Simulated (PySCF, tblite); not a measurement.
# C6H14AlF2N: geometry, infrared bands, NMR shifts and electronic excitations, part 2 of 2

tblite 0.8.0 and PySCF 2.14.0. Atoms count from 0. The steps go on from the part before.

## 6. TDDFT and polarisability: CAM-B3LYP/def2-SVPD

What the job is given:

```
{"job": {"kind": "uv", "xc": "CAM-B3LYP", "basis": "def2-SVPD", "ip": true}, "charge": 0, "multiplicity": 1}
C      1.616503     0.295983     0.749912
N      0.659868    -0.008801    -0.324997
C      1.228538     0.379752    -1.626496
Al     0.293058    -2.106697    -0.340850
C     -1.536739    -1.751741     0.363535
C     -1.487969    -0.313574     0.877264
C     -0.690071     0.570441    -0.083335
C     -0.681321     2.014826     0.392527
F     -1.943579     2.487848     0.349890
F      0.076827     2.802771    -0.408863
H      1.192722     0.021024     1.724687
H      2.522938    -0.305418     0.604440
H      1.892580     1.363568     0.750127
H      1.444788     1.457030    -1.667721
H      0.525472     0.114514    -2.426528
H      2.155469    -0.186435    -1.792617
H      1.426764    -2.638297     0.666940
H      0.458416    -2.482026    -1.893655
H     -1.866810    -2.435398     1.161331
H     -2.284197    -1.832217    -0.445493
H     -2.482017     0.145937     1.007542
H     -1.008690    -0.275958     1.873147
H     -1.202790     0.574035    -1.059851
H     -0.307701     2.127706     1.424975
```

Level: TDDFT CAM-B3LYP/def2-SVPD, vertical, gas phase, core orbitals frozen in the response.

Output:

```text
coarse grid: 20056 points
cycle   1  E = -733.0899531928  dE =  1.212e+00  |g| = 7.645e-01  |ddm| = 8.882e+00
cycle   2  E = -733.0681822697  dE =  2.177e-02  |g| = 9.143e-01  |ddm| = 2.359e+00
cycle   3  E = -733.2110783217  dE = -1.429e-01  |g| = 6.469e-02  |ddm| = 1.132e+00
cycle   4  E = -733.2116757032  dE = -5.974e-04  |g| = 3.518e-02  |ddm| = 1.537e-01
cycle   5  E = -733.2119382618  dE = -2.626e-04  |g| = 6.368e-03  |ddm| = 6.295e-02
cycle   6  E = -733.2119483462  dE = -1.008e-05  |g| = 1.876e-03  |ddm| = 1.684e-02
cycle   7  E = -733.2119491176  dE = -7.714e-07  |g| = 4.964e-04  |ddm| = 3.933e-03
final grid: 188552 points
cycle   8  E = -733.3248115851  dE = -6.746e-05  |g| = 4.623e-03  |ddm| = 1.959e-01
cycle   9  E = -733.3248124754  dE = -8.903e-07  |g| = 4.549e-03  |ddm| = 2.747e-02
cycle  10  E = -733.3248167732  dE = -4.298e-06  |g| = 5.359e-04  |ddm| = 7.286e-03
cycle  11  E = -733.3248168148  dE = -4.156e-08  |g| = 2.641e-04  |ddm| = 1.360e-03
cycle  12  E = -733.3248168282  dE = -1.343e-08  |g| = 3.932e-05  |ddm| = 6.250e-04
cycle  13  E = -733.3248168286  dE = -3.781e-10  |g| = 1.214e-05  |ddm| = 1.201e-04
converged SCF energy = -733.3248168286

Static polarisability (au): isotropic 107.025, principal 98.545 108.959 113.571

Singlet excitations
state   eV       nm        f      main configurations
  1   6.5321    189.8   0.02727   H->L+1 0.58, H->L+3 0.16, H->L+2 0.14
  2   6.7000    185.1   0.01266   H->L 0.40, H->L+3 0.26, H->L+1 0.23
  3   6.7564    183.5   0.00060   H-1->L+1 0.59, H-1->L+2 0.15
  4   7.2095    172.0   0.04556   H->L+2 0.33, H-1->L 0.17, H->L 0.12
  5   7.3507    168.7   0.07397   H-1->L 0.41, H->L 0.15, H-1->L+1 0.10
  6   7.4726    165.9   0.04667   H->L+3 0.34, H->L 0.21, H->L+2 0.11
  7   7.5247    164.8   0.00754   H-1->L+3 0.41, H-1->L+5 0.12, H->L+2 0.09
  8   7.8300    158.3   0.00792   H->L+4 0.41, H->L+6 0.13, H->L+10 0.09
  9   7.9636    155.7   0.02753   H->L+7 0.35, H->L+5 0.33
 10   8.0948    153.2   0.00119   H-1->L+2 0.42, H-2->L 0.16, H->L+5 0.12

Triplet excitations (Tamm-Dancoff, eV): 6.1626 6.2939 6.4987 6.9205
Vertical ionisation energy (delta-SCF) = 9.0544 eV
```

Run time: 6.5 min. Hardware: 1 thread of Arm Neoverse V2, shared host; peak memory 1.9 GiB.

Frontier orbitals and where they lie:

```tsv
orbital	eV	atoms
HOMO−3	-11.04	C4 23 %, C5 22 %, H21 13 %
HOMO−2	-9.87	N1 36 %, Al3 13 %, H16 6 %
HOMO−1	-8.81	Al3 35 %, H17 28 %, H16 26 %
HOMO	-8.37	C4 41 %, Al3 21 %, C5 9 %
LUMO	0.93	Al3 22 %, C0 10 %, H10 7 %
LUMO+1	1.20	Al3 46 %, H16 6 %, H17 6 %
LUMO+2	1.40	Al3 14 %, H23 14 %, C2 8 %
```

With each of the 10 states as a Gaussian band of 0.4 eV half-width at 1/e, the curve within the window shown has maxima at 169 nm (ε 6,800) L/(mol cm). Beyond the last state computed it falls off for lack of states. The curve at chosen wavelengths:

```csv
nm,ε (L/mol/cm)
148,435
150,772
153,1450
155,1992
158,2991
160,3831
163,5269
165,6134
168,6829
170,6730
172,6210
175,4966
177,4087
180,3021
182,2546
185,2124
187,1950
189,1799
192,1543
194,1340
197,1010
199,796
202,518
204,371
207,211
209,139
```

Leading natural transition orbitals of singlet state 5: the hole lies on H17 50 %; H16 24 %; Al3 10 %; the particle on H16, H17 about 14 % each; H10 10 %; 5 H atoms about 7 % each.

Leading natural transition orbitals of singlet state 1: the hole lies on C4 42 %; Al3 15 %; H16, H17 about 9 % each; the particle on Al3 25 %; H16, H17 about 17 % each; H18 12 %.

Ground-state properties from the same run:

```tsv
property	computed
dipole moment (D)	2.84
polarisability (Å³)	15.86
HOMO–LUMO gap (eV)	9.30
−ε(HOMO) (eV)	8.37
```

## 7. NMR shieldings: HF/pcSseg-1

The job, as its differences from that of step 6:

```diff
@@ -1,2 +1,2 @@
-{"job": {"kind": "uv", "xc": "CAM-B3LYP", "basis": "def2-SVPD", "ip": true}, "charge": 0, "multiplicity": 1}
+{"job": {"kind": "nmr", "xc": "HF", "basis": "pcSseg-1", "pop": false}, "charge": 0, "multiplicity": 1}
 C      1.616503     0.295983     0.749912
```

With the program's defaults for keys left out, this is: GIAO HF/pcSseg-1 NMR shielding, non-relativistic, gas phase.

Output:

```text
final grid: 188552 points
cycle   1  E = -730.3026961772  dE =  1.887e+00  |g| = 8.978e-01  |ddm| = 4.074e+00
cycle   2  E = -730.4644947497  dE = -1.618e-01  |g| = 5.182e-01  |ddm| = 1.023e+00
cycle   3  E = -730.5116371542  dE = -4.714e-02  |g| = 8.942e-02  |ddm| = 3.705e-01
cycle   4  E = -730.5141441792  dE = -2.507e-03  |g| = 2.347e-02  |ddm| = 1.220e-01
cycle   5  E = -730.5142847140  dE = -1.405e-04  |g| = 4.258e-03  |ddm| = 2.773e-02
cycle   6  E = -730.5142929140  dE = -8.200e-06  |g| = 1.529e-03  |ddm| = 7.638e-03
cycle   7  E = -730.5142938022  dE = -8.882e-07  |g| = 5.620e-04  |ddm| = 2.226e-03
cycle   8  E = -730.5142939168  dE = -1.147e-07  |g| = 1.343e-04  |ddm| = 7.978e-04
cycle   9  E = -730.5142939257  dE = -8.838e-09  |g| = 3.600e-05  |ddm| = 2.539e-04
cycle  10  E = -730.5142939262  dE = -5.396e-10  |g| = 1.138e-05  |ddm| = 6.475e-05
converged SCF energy = -730.5142939262

GIAO shielding tensors (ppm)
atom      isotropic    diamagn.    paramagn.     s11        s22        s33       span
  0 C      154.050     245.777     -91.727    135.259    145.386    181.506     46.247
  1 N      241.451     326.471     -85.021    215.905    239.218    269.229     53.324
  2 C      145.328     244.224     -98.896    121.638    132.868    181.478     59.840
  3 Al     426.752     792.166    -365.415    410.365    429.768    440.122     29.758
  4 C      190.774     248.712     -57.938    175.550    191.346    205.426     29.876
  5 C      167.632     245.301     -77.670    148.778    172.960    181.158     32.380
  6 C      129.356     248.717    -119.361    112.015    128.843    147.209     35.194
  7 C       84.611     241.335    -156.724     65.855     91.640     96.339     30.484
  8 F      356.020     471.952    -115.932    255.491    375.216    437.354    181.863
  9 F      351.759     475.382    -123.622    264.790    370.515    419.974    155.184
 10 H       29.308      31.457      -2.150     24.520     27.859     35.543     11.023
 11 H       29.196      30.806      -1.610     24.348     26.688     36.552     12.204
 12 H       29.707      31.195      -1.487     24.325     28.811     35.985     11.660
 13 H       28.809      30.364      -1.555     22.967     28.991     34.469     11.502
 14 H       29.154      30.625      -1.470     24.811     26.646     36.005     11.194
 15 H       29.256      30.219      -0.963     24.500     26.403     36.866     12.366
 16 H       27.956      30.536      -2.580     24.540     26.601     32.726      8.185
 17 H       27.894      30.445      -2.551     24.399     26.505     32.778      8.379
 18 H       31.658      29.857       1.801     26.302     28.228     40.443     14.141
 19 H       31.725      30.722       1.003     26.887     28.693     39.595     12.709
 20 H       29.803      30.739      -0.936     22.853     29.716     36.841     13.988
 21 H       30.589      32.216      -1.627     26.561     29.614     35.592      9.031
 22 H       29.640      33.831      -4.191     27.277     28.183     33.460      6.183
 23 H       26.538      29.940      -3.402     24.644     26.137     28.832      4.189
```

It took 27 s on 1 thread of Arm Neoverse V2, shared host; peak memory 1.2 GiB.

This run: δ C7 106.2, C6 61.5, C2 45.5, C0 36.8, H23 5.15, H17 3.79 ppm.

## 8. Comparing the runs: NMR shifts

Shifts (ppm) of some atoms, chosen among heavy atoms and hydrogens apart, with basis size and wall time:

```tsv
run	C7	H23	H17	N1	Al3	F9	F8	functions	time
PBE0/pcSseg-1	121.0	5.62	4.24	49.8	111.8	-136.2	-138.8	247	63 s
HF/pcSseg-1	106.2	5.15	3.79	24.3	89.5	-105.4	-109.7	247	27 s
```

## 9. Results

The summary covers parts 1 to 2.

| quantity | value |
| --- | --- |
| strongest single infrared mode (GFN2-xTB) | 680 cm⁻¹, 541 km/mol |
| zero-point energy (GFN2-xTB) | 118.1 kcal/mol |
| point group | C1 |
| rotational constants (main isotopes) | 1.67, 0.88, 0.68 GHz |
| 13C shifts against TMS (PBE0/pcSseg-1) | 121.0, 70.3, 50.5, 40.3, 28.1, 2.5 ppm |
| 1H shifts against TMS (PBE0/pcSseg-1, means over atoms taken as alike) | 5.62, 4.24, 4.16, 2.72, 2.39, 2.22, 2.09, 1.44, 0.22, 0.21 ppm |
| 15N shifts against NH3 (PBE0/pcSseg-1) | 49.8 ppm |
| 27Al shifts against AlH4- (PBE0/pcSseg-1) | 111.8 ppm |
| 19F shifts against CFCl3 (PBE0/pcSseg-1) | -136.2, -138.8 ppm |
| potential on the surface of density 0.002 e/bohr³, 1st and 99th percentile | -1.11 V and 1.53 V |
| lowest singlet (CAM-B3LYP/def2-SVPD) | 6.53 eV (190 nm), f = 0.027 |
| brightest single state of those computed | state 5, 7.35 eV, f = 0.074 |
| lowest triplet | 6.16 eV |
| vertical ionisation energy (ΔSCF) | 9.05 eV |
| range of the shift of F9 | -136.2 to -105.4 ppm |

In words: Over 97 steps the energy fell by 0.995 eV; of the close pairs, N1–Al3 changed most, 1.930 to 2.080 Å (GFN2-xTB). All 66 modes are real, so the xTB geometry is a minimum. The strongest single mode, at 680 cm⁻¹, is carried by H17, H16, Al3. GFN2-xTB is a fitted tight-binding method: band positions and strengths are rough. Its intensities can rank the bands wrongly. The start of the PBE0/def2-SVP relaxation was shaken at random by about 0.01 Å, so part of the energy gained, and of the first lengths quoted, undoes that. Over 20 steps the energy fell by 0.288 eV; of the close pairs, Al3–H16 changed most, 1.528 to 1.607 Å (PBE0/def2-SVP). No frequency check was run at this level, so the end point may be a saddle. H23 (hydrogen on an sp3 CH bonded to 2 F) lies farthest downfield among hydrogen, at 5.62 ppm; its carbon carries F, an electronegative neighbour. At PBE0/pcSseg-1: The largest span, 194 ppm, is at F8, where the paramagnetic term is -155 ppm. The first singlet state (HOMO→LUMO+1 0.58, HOMO→LUMO+3 0.16) lies at 6.53 eV and is weak; of the 10 states computed, the strongest absorption comes from state 5 at 7.35 eV. The lowest triplet lies 0.37 eV below the lowest singlet (triplets in Tamm-Dancoff, singlets in full TDDFT). The orbital energy would give 8.37 eV for ionisation, ΔSCF gives 9.05 eV. Across the 2 runs the shift of F9 moves most, between -136.2 (PBE0/pcSseg-1) and -105.4 ppm (HF/pcSseg-1). These values are for one conformer; the search (at its own cheap level) found 2 more, at 0.23, 1.01 kcal/mol, and measured spectra average over such forms.
